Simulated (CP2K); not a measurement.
The system is NbTe.

```
Te Nb
1.0
     3.70297    0.00000    0.00000
    -1.85149    3.20687    0.00000
     0.00000    0.00000    3.69421
Te Nb
1 1
Cartesian
  1.8515 1.0690 0.0000
  0.0000 0.0000 1.8471
```

The cell comes from a database or a generator and needn't be the stable form of this composition.

| Quantity | Value |
| --- | --- |
| Program | CP2K 2026.2 |
| Task | single point |
| Functional | PBE |
| Potentials or basis | POTENTIAL_UZH Te GTH-PBE-q6, Nb GTH-PBE-q13; TZVP-MOLOPT-PBE-GTH basis |
| Density cutoff | 6123 eV |
| k mesh | 8 × 8 × 7 |
| Occupations | fermi-dirac, width 0.05 eV |
| Spin | no spin polarisation |

On this cell: pressure 1.7 GPa; largest force under 0.003 eV/Å; band gap on the k mesh none (metal or under the smearing width).

The same run follows on a disturbed copy (atoms moved at random, drawn with an rms of 0.05 Å):

```
Te Nb
1.0
     3.70297    0.00000    0.00000
    -1.85149    3.20687    0.00000
     0.00000    0.00000    3.69421
Te Nb
1 1
Cartesian
  1.8537 1.0567 -0.0208
  0.0075 -0.0087 1.8724
```

Q: What changes?

A: The energy (extrapolated to zero smearing) moves by +5.6 meV/atom; pressure 1.8 GPa; largest force 0.478 eV/Å; band gap on the k mesh none (metal or under the smearing width).

Forces in eV/Å, atoms in the order of the input:
```
Te   0.054  0.036  0.473
Nb  -0.054 -0.036 -0.474
```

Stress tensor (GPa, compression positive):
```
1.63 0.13 0.04
0.13 1.45 0.02
0.04 0.02 2.38
```

Caveats: the basis of atomic orbitals isn't converged, which shifts pressures, moduli and gaps.
